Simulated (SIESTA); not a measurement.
Crystal: HfB.

```
Hf B
1.0
     0.00000    2.31000    2.31000
     2.31000    0.00000    2.31000
     2.31000    2.31000    0.00000
Hf B
1 1
Cartesian
  2.3100 2.3100 2.3100
  0.0000 0.0000 0.0000
```

```yaml
Program: SIESTA 5.4.2
Task: single point
Functional: PBE
Potentials_or_basis: PseudoDojo 0.4 standard (PBE files)
Basis: DZP (energy shift 0.003 Ry; two zetas on semicore shells)
Grid_cutoff: 800 Ry
Energy_shift: 0.003 Ry
k_mesh: 10 × 10 × 10
Occupations: fermi-dirac, width 0.05 eV
Spin: no spin polarisation
```

On this cell: pressure 31.7 GPa; largest force zero by symmetry; band gap on the k mesh none (metal or under the smearing width).

The same run follows on a disturbed copy (atoms moved at random, drawn with an rms of 0.05 Å):

```
CELL_PARAMETERS angstrom
0.00000 2.31000 2.31000
2.31000 0.00000 2.31000
2.31000 2.31000 0.00000
ATOMIC_POSITIONS crystal
Hf 0.49679 0.51141 0.50846
B 0.99035 0.99461 0.99282
```

Problem. What does the disturbed cell give?

Solution. The energy (extrapolated to zero smearing) moves by +31.8 meV/atom; pressure 32.5 GPa; largest force 1.241 eV/Å; band gap on the k mesh none (metal or under the smearing width).

Forces on the atoms (eV/Å):
```
Hf  -0.890 -0.595 -0.627
B    0.890  0.595  0.627
```

Stress tensor (GPa, compression positive):
```
33.06 -0.55 -0.58
-0.55 32.11 -0.39
-0.58 -0.39 32.21
```

Caveats: short orbitals over semicore shells can move pressures by several GPa; the basis of atomic orbitals isn't converged, which shifts pressures, moduli and gaps; a pressure of tens of GPa on the cell as given is suspect, and the run, the potentials or the cell itself is likely at fault (some runs).
